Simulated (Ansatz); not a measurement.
# CuF+ (quartet): the correlation ladder, def2-SVP

One table from this session's results is given with a row withheld; the runs are named, their logs left out.

The runs use Ansatz 0.2.0, Gaussian basis; def2-SVP, core rule «outside noble gas», up to 10 orbitals frozen.

To be run: UHF; CCSD(T) on ROHF; CCSD(T) on UHF; CISD; CCSDT(Q) on ROHF; CCSDT(Q) on UHF; CASSCF and MRCISD+Q, 17 electrons in 10 orbitals; CASSCF and NEVPT4(SD), 17 electrons in 10 orbitals; CASSCF and NEVPT2, 17 electrons in 10 orbitals.

10 further runs of the same task are left out: 3 for a known fault of the program, 3 that didn't finish, 4 set aside as unsound or not needed.

## What is computed

The geometry is a PBE0/def2-TZVP stationary point (not a proven minimum) of the parent state, kept for this charge and spin.

2 atoms, charge 1, spin multiplicity 4.

Atoms are counted from 1 here; the program's logs count them from 0.

Bond lengths: Cu1–F2 1.691 Å.

Geometry (Å):

```
Cu    0.00000    0.00000    0.00000
F     0.00000    0.00000    1.69080
```

Set-up of the first run:

Input file in.yaml:

```yaml
crystal:
  periodic: [false, false, false]
  atoms:
    - {symbol: Cu, position_ang: [0.000000, 0.000000, 0.000000]}
    - {symbol: F, position_ang: [0.000000, 0.000000, 1.690800]}
basis:
  gaussian: {orbitals: def2-SVP}
total_charge: 1
magnetization: {spin_polarized: true, initial_magnetization: 3}
hamiltonian: {xc: hf}
output: {orbitals: {seedname: orbitals}}
```

Run with:

```
$ ansatz run in.yaml --threads 1 --pin off --events-out ev --progress --plain --max-ram 2393MiB
```

Steps of the session up to this table: UHF; CCSD(T) on ROHF; CCSD(T) on UHF; CISD; CCSDT(Q) on ROHF; CCSDT(Q) on UHF; CASSCF and MRCISD+Q, 17 electrons in 10 orbitals; CASSCF and NEVPT4(SD), 17 electrons in 10 orbitals; CASSCF and NEVPT2, 17 electrons in 10 orbitals.

One table of the session follows, with a row left open; its other results are not shown here.

```
            method  from RCCSDT(Q) (kcal/mol)
              ROHF                    +224.14
               UHF                    +220.02
              RMP2                     +13.90
              UMP2                     +12.65
              CISD                     +20.36
             RCCSD                      +7.59
             UCCSD                          ?
          RCCSD(T)                      +1.30
          UCCSD(T)                      +0.48
            RCCSDT                      -0.32
            UCCSDT                      -0.94
         RCCSDT(Q)                          0
         UCCSDT(Q)                      -0.91
    CASSCF valence                    +221.77
    NEVPT2 valence                     +36.16
NEVPT4(SD) valence                      +7.92
    MRCISD valence                     +18.79
  MRCISD+Q valence                      +6.97
```

**Question.** Estimate the row for UCCSD.

The run gave: from RCCSDT(Q) (kcal/mol): +6.62. In the column «from RCCSDT(Q) (kcal/mol)» it lies between RCCSD(T) (+1.30) and MRCISD+Q valence (+6.97).

To keep in mind: Restricted and unrestricted rows rest on different reference determinants; where their highest levels disagree by more than a few hundredths of an eV, they describe different states and don't form one ladder.
